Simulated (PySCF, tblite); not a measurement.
# C₄H₆B₂FOS radical: geometry, infrared bands and EPR parameters

What infrared bands and EPR parameters should C₄H₆B₂FOS radical (`BOB(F)C1=CC[CH]S1`) show?

The runs use tblite 0.8.0 and PySCF 2.14.0, with density-fitted response routines of our own; the level of theory stands in each step. All values are computed, except where a source is named. Atoms count from 0, in the outputs and in this text.

## 1. The molecule as given

15 atoms, charge 0, multiplicity 2; geometry from: force field or distance geometry start.

Bonds of the start (Å): B0–O1 1.49, O1–B2 1.48, B2–F3 1.43, B2–C4 1.58, C4–C5 1.31, C5–C6 1.46, C6–C7 1.51, C7–S8 1.84, S8–C4 1.81, B0–H9 1.19, B0–H10 1.19, C5–H11 1.11, C6–H12 1.15, C6–H13 1.12, C7–H14 1.10.

## 2. Optimising the geometry with GFN2-xTB

Job settings and geometry (Å):

```
{"job": {"kind": "relax", "xc": "GFN2-xTB", "basis": "xTB"}, "charge": 0, "multiplicity": 2}
B      3.202700     1.020100    -0.377300
O      2.228300     0.286700    -1.230100
B      1.535100    -0.618600    -0.279100
F      2.290800    -1.121400     0.829800
C      0.003000    -0.315700    -0.034900
C     -1.014200    -1.134600     0.079600
C     -2.316600    -0.511900     0.299100
C     -2.377500     0.862700    -0.319600
S     -0.654500     1.368400     0.096600
H      3.853100     0.338900     0.345000
H      2.833900     2.063900     0.046800
H     -0.880900    -2.236200     0.024700
H     -2.427600    -0.397800     1.433300
H     -3.157400    -1.139800    -0.083100
H     -3.122400     1.543100     0.124700
```

Run with:

```console
$ OMP_NUM_THREADS=1 python probes_run.py task.json out
```

This one command runs all jobs of the session in turn.

**Question.** This job is followed by: GFN2-xTB harmonic vibrations, gas phase; UKS B3LYP, pcH-1 on B C F H O S, non-relativistic, mean-field spin-orbit, GIAO. What will the session give for the following? strongest single infrared mode (GFN2-xTB); zero-point energy (GFN2-xTB); g(iso) (B3LYP); ⟨S²⟩; largest a(iso) (averaged by class); surface potential, 1st and 99th percentile.

As calculated:

| quantity | value |
| --- | --- |
| strongest single infrared mode (GFN2-xTB) | 1578 cm⁻¹, 425 km/mol |
| zero-point energy (GFN2-xTB) | 59.9 kcal/mol |
| g(iso) (B3LYP) | 2.00398 |
| ⟨S²⟩ | 0.758 (exact 0.75) |
| largest a(iso) (averaged by class) | 1H on H12, H13, 153.4 MHz |
| surface potential, 1st and 99th percentile | -0.83 V and 1.37 V |

Relaxing lowered the energy by 2.979 eV in 157 steps; the close pair that moved most is B0–O1, from 1.488 to 1.303 Å. All 39 modes are real, so the xTB geometry is a minimum. The strongest single mode, at 1578 cm⁻¹, is carried by C5, C4, O1, B2. Unscaled tight-binding wavenumbers are off by several per cent, some by more. Its intensities can rank the bands wrongly. C7 carries the largest spin population, 0.81 e. The isotropic g lies 1.7 ppt above the free-electron value.
